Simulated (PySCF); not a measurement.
# One shape, several levels: Si2N2H6 (cyclo-(H2SiNH)2)

We compute a comparison of 5 runs (HF/STO-3G, B3LYP/6-31G*, TPSSh/pcseg-1, MP2/def2-SVP) of Si2N2H6 (cyclo-(H2SiNH)2). 

The results are computed with PySCF 2.14.0.

### 1 The structure to begin with

The species is Si2N2H6 (10 atoms), meant as a singlet with charge 0. Geometry: relaxed at GFN2-xTB.

Bond lengths: Si1–N4 1.740 Å, N4–Si5 1.739 Å, Si1–N8 1.739 Å, Si5–N8 1.739 Å, Si1–H2 1.461 Å, Si1–H3 1.461 Å, Si5–H6 1.461 Å, Si5–H7 1.461 Å, N4–H9 1.002 Å, N8–H10 1.002 Å. Some angles: Si1–N4–Si5 97.2°, N4–Si1–N8 82.8°, N4–Si5–N8 82.8°, Si1–N8–Si5 97.2°, Si1–N4–H9 131.4°, Si5–N4–H9 131.4°, H2–Si1–N4 114.1°, H2–Si1–N8 114.6°, H3–Si1–N4 114.5°, H3–Si1–N8 114.0°.

### 2 Energy and gradient at HF/STO-3G (run 1)

calc.py

```python
from pyscf import gto, scf

system = gto.M(
    atom='''
Si   0.930360   0.909950  -0.089830
H    0.676740   2.272960  -0.550130
H    2.327210   0.665220   0.260470
N   -0.219230   0.330680   1.080110
Si  -0.929720  -0.910550   0.090180
H   -2.327230  -0.666540  -0.258300
H   -0.674430  -2.273910   0.548700
N    0.220130  -0.331530  -1.079580
H   -0.387040   0.596140   2.031410
H    0.383220  -0.592420  -2.033030
''',
    charge=0,
    basis='sto-3g',
    verbose=4,
    spin=0,
    max_memory=1860,
)

mf = scf.RHF(system)
mf.conv_tol = 1e-10
mf.kernel()
if not mf.converged:
    mf = mf.newton().run(mf.mo_coeff, mf.mo_occ)

e_tot = mf.e_tot
print(f'total energy: {e_tot:.8f} hartree')
grad = mf.nuc_grad_method().kernel()
dip = mf.dip_moment()
pop, q = mf.mulliken_pop()
```

Launch:

```
$ OMP_NUM_THREADS=1 python calc.py
```

Output:

```text
PySCF version 2.14.0

[... 60 lines left out ...]
converged SCF energy = -682.228624306211
total energy: -682.22862431 hartree
[... 11 lines left out ...]
Dipole moment(X, Y, Z, Debye): -0.00978,  0.00965, -0.00385
[... 45 lines left out ...]
charge of    9H =      0.12949
```

Wall time 2.2 s (1 thread of Intel Xeon at 2.70GHz, shared host); peak memory 0.12 GiB.

### 3 Energy and gradient at B3LYP/6-31G(d) (spherical functions) (run 2)

geometry.xyz

```xyz
10
H6N2Si2
Si     0.930360     0.909950    -0.089830
H      0.676740     2.272960    -0.550130
H      2.327210     0.665220     0.260470
N     -0.219230     0.330680     1.080110
Si    -0.929720    -0.910550     0.090180
H     -2.327230    -0.666540    -0.258300
H     -0.674430    -2.273910     0.548700
N      0.220130    -0.331530    -1.079580
H     -0.387040     0.596140     2.031410
H      0.383220    -0.592420    -2.033030
```

run.py

```python
from pyscf import gto, dft

system = gto.Mole()
system.atom = 'geometry.xyz'
system.basis = '6-31g*'
system.max_memory = 1860
system.verbose = 4
system.build()

mf = dft.RKS(system, xc='b3lyp')
mf.conv_tol = 1e-10
mf.grids.level = 5
mf.kernel()
if not mf.converged:
    mf = mf.newton().run(mf.mo_coeff, mf.mo_occ)

energy = mf.e_tot
print('Final energy', energy)
grad = mf.nuc_grad_method().kernel()
dip = mf.dip_moment()
pop, q = mf.mulliken_pop()
```

Launch:

```
$ OMP_NUM_THREADS=1 python run.py
```

Output:

```text
PySCF version 2.14.0

[... 76 lines left out ...]
converged SCF energy = -692.152841366074
Final energy -692.1528413660735
[... 12 lines left out ...]
Dipole moment(X, Y, Z, Debye): -0.00909,  0.00909, -0.00372
[... 87 lines left out ...]
charge of    9H =      0.30857
```

Wall time 32 s (1 thread of Intel Xeon at 2.70GHz, shared host); peak memory 0.75 GiB.

### 4 Energy and gradient at B3LYP/6-31G(d) (Cartesian functions) (run 3)

run.py

```python
from pyscf import gto, dft

mol = gto.M(
    atom='''
Si     0.930360     0.909950    -0.089830
H      0.676740     2.272960    -0.550130
H      2.327210     0.665220     0.260470
N     -0.219230     0.330680     1.080110
Si    -0.929720    -0.910550     0.090180
H     -2.327230    -0.666540    -0.258300
H     -0.674430    -2.273910     0.548700
N      0.220130    -0.331530    -1.079580
H     -0.387040     0.596140     2.031410
H      0.383220    -0.592420    -2.033030
''',
    verbose=4,
    cart=True,
    max_memory=1860,
    basis='6-31g*',
)

myscf = dft.RKS(mol)
myscf.xc = 'b3lyp'
myscf.conv_tol = 1e-10
myscf.grids.level = 5
myscf.kernel()
if not myscf.converged:
    myscf = myscf.newton().run(myscf.mo_coeff, myscf.mo_occ)

e_final = myscf.e_tot
print('Final energy', e_final)
grad = myscf.nuc_grad_method().kernel()
dip = myscf.dip_moment()
pop, q = myscf.mulliken_pop()
```

Launch:

```
$ OMP_NUM_THREADS=1 python run.py
```

Output:

```text
PySCF version 2.14.0

[... 77 lines left out ...]
converged SCF energy = -692.15823506347
Final energy -692.1582350634698
[... 12 lines left out ...]
Dipole moment(X, Y, Z, Debye): -0.00910,  0.00910, -0.00372
[... 91 lines left out ...]
charge of    9H =      0.30791
```

It took 34 s on 1 thread of Intel Xeon at 2.70GHz, shared host; peak memory 0.79 GiB.

Run 4 isn't shown in full; the table further down has it.

### 5 Energy and forces at MP2/def2-SVP (run 5)

mol.xyz

```xyz
10
H6N2Si2
Si     0.930360     0.909950    -0.089830
H      0.676740     2.272960    -0.550130
H      2.327210     0.665220     0.260470
N     -0.219230     0.330680     1.080110
Si    -0.929720    -0.910550     0.090180
H     -2.327230    -0.666540    -0.258300
H     -0.674430    -2.273910     0.548700
N      0.220130    -0.331530    -1.079580
H     -0.387040     0.596140     2.031410
H      0.383220    -0.592420    -2.033030
```

job.py

```python
import pyscf.grad
from pyscf import gto, scf, mp

system = gto.Mole()
system.atom = 'mol.xyz'
system.basis = 'def2-svp'
system.verbose = 4
system.max_memory = 1860
system.charge = 0
system.spin = 0
system.build()

calc0 = scf.RHF(system)
calc0.conv_tol = 1e-10
calc0.kernel()
if not calc0.converged:
    calc0 = calc0.newton().run(calc0.mo_coeff, calc0.mo_occ)

pt = mp.MP2(calc0, frozen=12).run()
energy = pt.e_tot
print('E(%s) = %.9f' % ('MP2', energy))
grad = pt.Gradients().kernel()
calc0.analyze()
```

Launch:

```
$ OMP_NUM_THREADS=1 python job.py
```

Output:

```text
PySCF version 2.14.0

[... 94 lines left out ...]
MO #4   energy= -15.5060154100346  occ= 2
[... 17 lines left out ...]
MO #22  energy= -0.463406154538152 occ= 2
[... 17 lines left out ...]
MO #40  energy= 0.604471639702099  occ= 0
[... 17 lines left out ...]
MO #58  energy= 1.15207682367845   occ= 0
[... 17 lines left out ...]
MO #76  energy= 2.02253139067196   occ= 0
[... 17 lines left out ...]
MO #94  energy= 3.72301003726702   occ= 0
[... 107 lines left out ...]
Dipole moment(X, Y, Z, Debye): -0.00951,  0.00948, -0.00386
```

It took 17 s on 1 thread of Intel Xeon at 2.70GHz, shared host; peak memory 0.64 GiB.

### 6 All runs side by side

| run | level | integration grid | Cartesian functions | energy (Eh) | dipole moment (D) of the reference | HOMO energy (eV) | LUMO energy (eV) | wall time |
| --- | --- | --- | --- | --- | --- | --- | --- | --- |
| 1 | HF/STO-3G | – | no | -682.228624 | 0.01 | -7.17 | 10.69 | 2.2 s |
| 2 | B3LYP/6-31G* (spherical functions) | 5 | no | -692.152841 | 0.01 | -6.23 | -0.26 | 32 s |
| 3 | B3LYP/6-31G* (Cartesian functions) | 5 | yes | -692.158235 | 0.01 | -6.23 | -0.28 | 34 s |
| 4 | TPSSh/pcseg-1 | 5 | no | -692.160363 | 0.01 | -6.06 | -0.67 | 69 s |
| 5 | MP2/def2-SVP | – | no | -690.588562 | 0.01 | -10.28 | 3.37 | 17 s |

### 7 Results

| quantity | value |
| --- | --- |
| run 5: total energy | -690.58856 Eh |
| run 5: dipole moment (Hartree–Fock density) | 0.01 D |
| run 5: HOMO energy (Hartree–Fock orbitals) | -10.28 eV |
| run 5: LUMO energy (Hartree–Fock orbitals) | 3.37 eV |
| run 5: HOMO–LUMO gap (Hartree–Fock orbitals) | 13.66 eV |
| run 5: correlation energy (12 core orbitals frozen) | -521.8 mEh |
| run 5: largest force on an atom | 1.338 eV/Å |

Over runs 1, 2, 3, 4 the HOMO–LUMO gap runs from 5.40 eV (TPSSh/pcseg-1) to 17.85 eV (HF/STO-3G). The two ends differ in method and basis. Totals of different functionals can't be ranked against each other. In run 1 the basis is minimal, so the values are rough. All runs together took 2.6 min, the longest 69 s.
